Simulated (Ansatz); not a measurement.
**CH6NPSi (SMILES C1NP[SiH2]1) at B3LYP/def2-SVP**

What is the vertical ionisation energy of CH6NPSi at B3LYP/def2-SVP? 

The calculation is run with Ansatz 0.2.0.

102 further runs of the same task are left out: 102 set aside as unsound or not needed. Runs told in other sessions of the task aren't counted.

## (1) The system as given

CH6NPSi has 10 atoms, charge 0, and is taken as a singlet. SMILES: `C1NP[SiH2]1`. The shape is that of a PBE0-D4/def2-TZVP optimisation.

Bond lengths: C1–N2 1.466 Å, N2–P3 1.737 Å, C1–Si4 1.900 Å, P3–Si4 2.263 Å, C1–H5 1.094 Å, C1–H6 1.100 Å, N2–H7 1.012 Å, P3–H8 1.446 Å, Si4–H9 1.486 Å, Si4–H10 1.487 Å. Some angles: C1–N2–P3 108.8°, N2–C1–Si4 91.6°, N2–P3–Si4 73.5°, C1–Si4–P3 77.1°, C1–N2–H7 117.6°, P3–N2–H7 119.0°, N2–C1–H5 113.0°, N2–C1–H6 113.4°, Si4–C1–H5 118.7°, Si4–C1–H6 110.6°.

## (2) A single-point energy at B3LYP/def2-SVP

The input, in.yaml:

```yaml
crystal:
  periodic: [false, false, false]
  atoms:
    - symbol: C
      position_ang: [-0.518900, 0.753700, -0.280300]
    - symbol: N
      position_ang: [0.388700, 0.867200, 0.865200]
    - symbol: P
      position_ang: [0.973900, -0.716000, 1.275900]
    - symbol: Si
      position_ang: [0.382300, -0.797300, -0.907400]
    - symbol: H
      position_ang: [-0.525900, 1.647300, -0.910700]
    - symbol: H
      position_ang: [-1.554200, 0.512400, 0.003600]
    - symbol: H
      position_ang: [0.126500, 1.500500, 1.609100]
    - symbol: H
      position_ang: [-0.253100, -1.393600, 1.631500]
    - symbol: H
      position_ang: [1.493100, -0.499900, -1.848100]
    - symbol: H
      position_ang: [-0.429200, -1.925500, -1.435800]
basis:
  gaussian:
    orbitals: def2-SVP
magnetization:
  spin_polarized: false
  initial_magnetization: 0
hamiltonian:
  xc: {name: B3LYP}
accuracy: high
output:
  orbitals: {seedname: orbitals}
```

Started as:

```
$ ansatz run in.yaml --threads 1 --pin off --max-ram 3480MiB --events-out events.jsonl --progress --plain --runs-dir runs
```

What it wrote:

```text
Warning: RAYON_NUM_THREADS=1 ignored (pool sized by the plan → 1); use --threads N
Functional definition: B3LYP
  name "B3LYP"
  parameter a0 = 0.2
  parameter ax = 0.72
  parameter ac = 0.81
  exchange = (1 - a0 - ax)*slater_x + ax*b88_x + a0*exact_x
  correlation = (1 - ac)*vwn_rpa_c + ac*lyp_c
2170 factors; integrals over basis functions are off by at most 3.6e-9 eV
mean field evaluation 1: about -19777.5875 eV, gradient 5.2e1 eV
mean field evaluation 2: about -19762.2144 eV, gradient 9.4e1 eV
mean field evaluation 4: about -19783.7277 eV, gradient 5.8e0 eV
mean field evaluation 8: about -19783.9933 eV, gradient 2.1e-1 eV
mean field evaluation 16: about -19783.9934 eV, gradient 6.7e-5 eV
mean field -19783.99343469 eV, -727.0483486523 hartree, gradient 1.7e-8 eV, S^2 0.000000; 0 other end points of the search recorded, 0 dependent functions left out
reference -19783.99347623 eV, -727.0483501789 hartree; 24, 24 occupied and 70, 70 virtual orbitals, 2170 factors
Total energy: -19783.99347623 eV, -727.0483501789 hartree
```

Run time: 9.6 s. Hardware: 1 thread of Arm Neoverse V2, shared host; peak memory 0.34 GiB.

## (3) The doublet cation

The input, in.yaml:

```yaml
crystal:
  periodic: [false, false, false]
  atoms:
    - {symbol: C, position_ang: [-0.518900, 0.753700, -0.280300]}
    - {symbol: N, position_ang: [0.388700, 0.867200, 0.865200]}
    - {symbol: P, position_ang: [0.973900, -0.716000, 1.275900]}
    - {symbol: Si, position_ang: [0.382300, -0.797300, -0.907400]}
    - {symbol: H, position_ang: [-0.525900, 1.647300, -0.910700]}
    - {symbol: H, position_ang: [-1.554200, 0.512400, 0.003600]}
    - {symbol: H, position_ang: [0.126500, 1.500500, 1.609100]}
    - {symbol: H, position_ang: [-0.253100, -1.393600, 1.631500]}
    - {symbol: H, position_ang: [1.493100, -0.499900, -1.848100]}
    - {symbol: H, position_ang: [-0.429200, -1.925500, -1.435800]}
basis:
  gaussian:
    orbitals: def2-SVP
total_charge: 1
magnetization:
  spin_polarized: true
  initial_magnetization: 1
hamiltonian:
  xc: {name: B3LYP}
accuracy: high
output: {orbitals: {seedname: orbitals}}
```

Started as:

```
$ ansatz run in.yaml --threads 1 --pin off --max-ram 3480MiB --events-out events.jsonl --progress --plain --runs-dir runs
```

What it wrote:

```text
Warning: RAYON_NUM_THREADS=1 ignored (pool sized by the plan → 1); use --threads N
Functional definition: B3LYP
  name "B3LYP"
  parameter a0 = 0.2
  parameter ax = 0.72
  parameter ac = 0.81
  exchange = (1 - a0 - ax)*slater_x + ax*b88_x + a0*exact_x
  correlation = (1 - ac)*vwn_rpa_c + ac*lyp_c
2170 factors; integrals over basis functions are off by at most 3.6e-9 eV
mean field evaluation 1: about -19759.4342 eV, gradient 5.7e1 eV
mean field evaluation 2: about -19686.8233 eV, gradient 1.2e2 eV
mean field evaluation 4: about -19773.6781 eV, gradient 1.8e1 eV
mean field evaluation 8: about -19775.2088 eV, gradient 7.2e-1 eV
mean field evaluation 16: about -19775.4053 eV, gradient 1.5e-2 eV
mean field evaluation 32: about -19775.4053 eV, gradient 2.1e-7 eV
mean field -19775.40533201 eV, -726.7327417003 hartree, gradient 4.3e-8 eV, S^2 0.756446; 2 other end points of the search recorded, 0 dependent functions left out
reference -19775.40537369 eV, -726.7327432320 hartree; 24, 23 occupied and 70, 71 virtual orbitals, 2170 factors
Total energy: -19775.40537369 eV, -726.7327432320 hartree
```

Wall time 22 s (1 thread of Arm Neoverse V2, shared host); peak memory 0.48 GiB.

## (4) What came out

Level: B3LYP/def2-SVP.

| quantity | value |
| --- | --- |
| singlet CH6NPSi: total energy | -727.04835 Eh |
| singlet CH6NPSi: HOMO energy | -6.27 eV |
| singlet CH6NPSi: LUMO energy | -0.13 eV |
| singlet CH6NPSi: HOMO–LUMO gap | 6.13 eV |
| doublet cation: total energy | -726.73274 Eh |
| doublet cation: HOMO energy (highest over α and β) | -12.91 eV |
| doublet cation: LUMO energy (lowest over α and β) | -10.91 eV |
| doublet cation: ⟨S²⟩ | 0.756 |
| vertical ionisation energy (to the doublet cation) | 8.588 eV |

What this shows: The vertical ionisation energy comes to 8.59 eV (198 kcal/mol). −ε(HOMO) before ionisation, 6.27 eV, is 2.32 eV below this ionisation energy.
